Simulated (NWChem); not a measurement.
# SnSe (SMILES [Se][Sn]) at 6 levels

We compute a comparison of 6 runs (HF/STO-3G, HF/3-21G, B3LYP/def2-TZVP, M06-2X/def2-TZVP, PBE0/def2-TZVP, CCSD(T)/def2-TZVP) of SnSe. 

The calculation is run with NWChem 7.3.0.

4 further runs of the same task are left out: 4 set aside as unsound or not needed. Runs told in other sessions of the task aren't counted.

## (1) The system as given

SnSe has 2 atoms, charge 0, and is taken as a singlet. SMILES: `[Se][Sn]`. The shape is that of a PBE0-D4/def2-TZVP optimisation.

Bond lengths: Se1–Sn2 2.325 Å.

## (2) Energy and gradient at HF/STO-3G (run 1)

run.py reads:

```python
from ase import Atoms
from ase.calculators.nwchem import NWChem

atoms = Atoms(['Se', 'Sn'], positions=[
    [0.000000, -0.000000, 0.006530],
    [-0.000000, 0.000000, 2.331810],
])

calc = NWChem(
    label='sesn',
    theory='scf',
    memory='2200 mb',
    basis='STO-3G',
    basispar='spherical bse',
    scf={'nopen': '0', 'rhf': None, 'thresh': '1e-08', 'maxiter': '80'},
)
atoms.calc = calc

forces = atoms.get_forces()
print(f"energy = {atoms.get_potential_energy():.6f} eV")
print("forces (eV/A):")
for s, f in zip(atoms.symbols, forces):
    print(f"{s:2s} {f[0]:10.5f} {f[1]:10.5f} {f[2]:10.5f}")
print("dipole (e A):", atoms.get_dipole_moment().round(4))
```

On the command line:

```console
$ export ASE_NWCHEM_COMMAND="nwchem PREFIX.nwi > PREFIX.nwo"
$ python run.py
```

Log:

```text
energy = -226857.799551 eV
forces (eV/A):
Se   -0.00000    0.00000    2.64520
Sn    0.00000   -0.00000   -2.64520
dipole (e A): [-0.      0.      0.7455]
```

The calculator wrote sesn.nwi:

```
title "sesn"

permanent_dir sesn

scratch_dir sesn

start sesn

geometry units angstrom nocenter noautosym noautoz
  Se 0.0000000000000000e+00 -0.0000000000000000e+00 6.5300000000000002e-03
  Sn -0.0000000000000000e+00 0.0000000000000000e+00 2.3318099999999999e+00
end

memory 2200 mb

basis spherical bse noprint
   * library STO-3G
end

scf
  nopen 0
  rhf
  thresh 1e-08
  maxiter 80
end

task scf gradient
```

sesn.nwo (excerpt; [...] marks lines left out):

```text
[...]
      One-electron energy = -12350.487825531105
[... 1 line left out ...]
 Nuclear repulsion energy =    386.878708499400
[... 53 lines left out ...]
                       ROHF Final Molecular Orbital Analysis
[... 111 lines left out ...]
       Multipole analysis of the density wrt the origin
[...]
  wavefunction    =   RHF
                         RHF ENERGY GRADIENTS
    atom               coordinates                        gradient
                 x          y          z           x          y          z
   1 Se      0.000000   0.000000   0.012340    0.000000  -0.000000  -0.051441
   2 Sn      0.000000   0.000000   4.406482   -0.000000   0.000000   0.051441
[...]
```

It took 6.3 s on 1 thread of Intel Xeon Platinum 8488C (Sapphire Rapids), shared host; peak memory 0.099 GiB.

## (3) Energy and forces at HF/3-21G (run 2)

sesn.nw reads:

```
start sesn
title "SeSn"
memory 2200 mb
geometry units angstroms noautosym nocenter noautoz
  Se     0.000000     0.000000     0.006530
  Sn     0.000000     0.000000     2.331810
end
basis spherical bse
  * library 3-21G
end
scf
  singlet
  rhf
  thresh 1e-08
  maxiter 80
  noprint "final vectors analysis"
end
task scf gradient
```

On the command line:

```console
$ nwchem sesn.nw > sesn.out
```

Log:

```text
[...]
  functions       =    53
[...]
  wavefunction    = RHF
[...]
         Total SCF energy =  -8384.799390340653
      One-electron energy = -12378.012319081397
      Two-electron energy =   3606.334220241343
 Nuclear repulsion energy =    386.878708499401
        Time for solution =      3.8s
[...]
                         RHF ENERGY GRADIENTS
    atom               coordinates                        gradient
                 x          y          z           x          y          z
   1 Se      0.000000   0.000000   0.012340    0.000000  -0.000000   0.026181
   2 Sn      0.000000   0.000000   4.406482   -0.000000   0.000000  -0.026181
[...]
```

Wall time 6.6 s (1 thread of Intel Xeon Platinum 8488C (Sapphire Rapids), shared host); peak memory 0.1 GiB.

## (4) Energy and gradient at B3LYP/def2-TZVP (core potential) (run 3)

sesn.nw reads:

```
start sesn
title "SeSn B3LYP"
memory 2200 mb

geometry units angstroms noautosym nocenter noautoz
  Se       0.000000       0.000000       0.006530
  Sn       0.000000       0.000000       2.331810
end

basis spherical bse
  * library def2-TZVP
end

ecp bse
  Sn library def2-TZVP
end

dft
  xc b3lyp
  mult 1
  grid fine
  convergence energy 1e-08
  iterations 100
  mulliken
  noprint "final vectors analysis"
end

task dft gradient
```

On the command line:

```console
$ nwchem sesn.nw > sesn.out
```

Log:

```text
[...]
          Wavefunction type:  closed shell.
          No. of atoms     :     2
          No. of electrons :    56
[...]
          Charge           :     0
          Spin multiplicity:     1
[...]
          AO basis - number of functions:    98
[...]
              XC Information
              --------------
                         B3LYP Method XC Potential
                     Hartree-Fock (Exact) Exchange  0.200
                        Slater Exchange Functional  0.800 local
                    Becke 1988 Exchange Functional  0.720 non-local
              Lee-Yang-Parr Correlation Functional  0.810
                  VWN I RPA Correlation Functional  0.190 local
[...]
 d= 0,ls=0.0,diis     1  -2615.9331221362 -2.79D+03  2.54D-02  7.40D-01     4.8
[...]
 d= 0,ls=0.0,diis    11  -2616.0225684544 -1.14D-10  7.49D-08  2.73D-11    34.8
         Total DFT energy =    -2616.022568454448
      One electron energy =    -4060.548749152661
           Coulomb energy =     1379.616130092575
    Exchange-Corr. energy =     -105.316581134099
 Nuclear repulsion energy =      170.226631739736
[...]
      Total Density - Mulliken Population Analysis
     ---------------------------------------------
    Atom       Charge   Shell Charges
 -----------   ------   -------------------------------------------------------
    1 Se  34    34.43   2.00  2.00  1.17  0.78  1.08  0.88  6.00  5.92  1.05  2.17  1.33  8.92  1.04  0.05  0.04  0.00
    2 Sn  22    21.57   0.30 -0.80  1.61  0.90  1.22  0.69 -0.40  6.37  0.59  0.78  0.23  8.85  1.13  0.10  0.00  0.02
[...]
  wavefunction    = closed shell
                         DFT ENERGY GRADIENTS
    atom               coordinates                        gradient
                 x          y          z           x          y          z
   1 Se      0.000000   0.000000   0.012340   -0.000000  -0.000000   0.008099
   2 Sn      0.000000   0.000000   4.406482    0.000000   0.000000  -0.008099
[...]
```

Wall time 50 s (1 thread of Intel Xeon Platinum 8488C (Sapphire Rapids), shared host); peak memory 0.13 GiB.

Runs 4 to 5 aren't shown in full; the table further down has their settings and results.

## (5) The energy at CCSD(T)/def2-TZVP (core potential) (run 6)

sp.nw reads:

```
start sp
title "SeSn energy"
memory 2200 mb

geometry units angstrom noautosym nocenter noautoz
 Se       0.000000       0.000000       0.006530
 Sn       0.000000       0.000000       2.331810
end

basis spherical bse
 Se library def2-TZVP
 Sn library def2-TZVP
end

ecp bse
 Sn library def2-TZVP
end

scf
 singlet
 rhf
 thresh 1e-08
 maxiter 80
 print medium
end

ccsd
 freeze core 13
 maxiter 60
end

task ccsd(t) energy
```

On the command line:

```console
$ nwchem sp.nw > sp.out
```

Log:

```text
[...]
  functions       =    98
[...]
  wavefunction    = RHF
[...]
         Total SCF energy =  -2613.252922972997
      One-electron energy =  -4061.257100150390
      Two-electron energy =   1277.777545437656
 Nuclear repulsion energy =    170.226631739736
        Time for solution =     40.7s
[...]
 Total MP2 energy:          -2613.817408457117381
[...]
             energy      energy      error      ampl     ampl      Block
                                                time     time      time
[...]
 Total CCSD energy:          -2613.807521941917912
[...]
 Total CCSD+T(CCSD) energy:          -2613.834117110399802
[...]
 Total CCSD(T) energy:               -2613.831715052262552
[...]
```

Wall time 3.9 min (1 thread of Intel Xeon Platinum 8488C (Sapphire Rapids), shared host); peak memory 0.36 GiB.

## (6) All runs side by side

```tsv
run	level	iteration cap	module	energy (Eh)	dipole moment (D) of the reference	HOMO energy (eV)	LUMO energy (eV)	wall time
1	HF/STO-3G	80	scf	-8336.870432	3.58	-5.82	4.32	6.3 s
2	HF/3-21G	80	scf	-8384.799390	3.74	–	–	6.6 s
3	B3LYP/def2-TZVP (core potential)	100	dft	-2616.022568	3.06	–	–	50 s
4	M06-2X/def2-TZVP (core potential)	100	dft	-2615.864866	3.53	-7.92	-1.71	56 s
5	PBE0/def2-TZVP (core potential)	100	dft	-2615.632707	3.12	-7.07	-2.55	45 s
6	CCSD(T)/def2-TZVP (core potential)	80	ccsd(t)	-2613.831715	–	-9.07	-0.02	3.9 min
```

## (7) Summary of results

| quantity | value |
| --- | --- |
| run 6: total energy | -2613.83172 Eh |
| run 6: HOMO energy (Hartree–Fock orbitals) | -9.07 eV |
| run 6: LUMO energy (Hartree–Fock orbitals) | -0.02 eV |
| run 6: HOMO–LUMO gap (Hartree–Fock orbitals) | 9.05 eV |
| run 6: correlation energy (13 core orbitals frozen) | -578.8 mEh |
| run 6: (T) correction | -24.19 mEh |

Over runs 1, 2, 3, 4, 5 the dipole moment (its size) runs from 3.06 D (B3LYP/def2-TZVP) to 3.74 D (HF/3-21G). The two ends differ in method and basis and core potential. Over runs 1, 4, 5 the HOMO–LUMO gap runs from 4.52 eV (PBE0/def2-TZVP) to 10.14 eV (HF/STO-3G). Totals of different functionals can't be ranked against each other. Some runs of one species differ in core potentials or relativity; totals across that change don't compare. In run 1 the basis is minimal, so the values are rough. In runs 1, 2 relativity is left out where basis or elements ask for it. All runs together took 6.7 min, the longest 3.9 min.
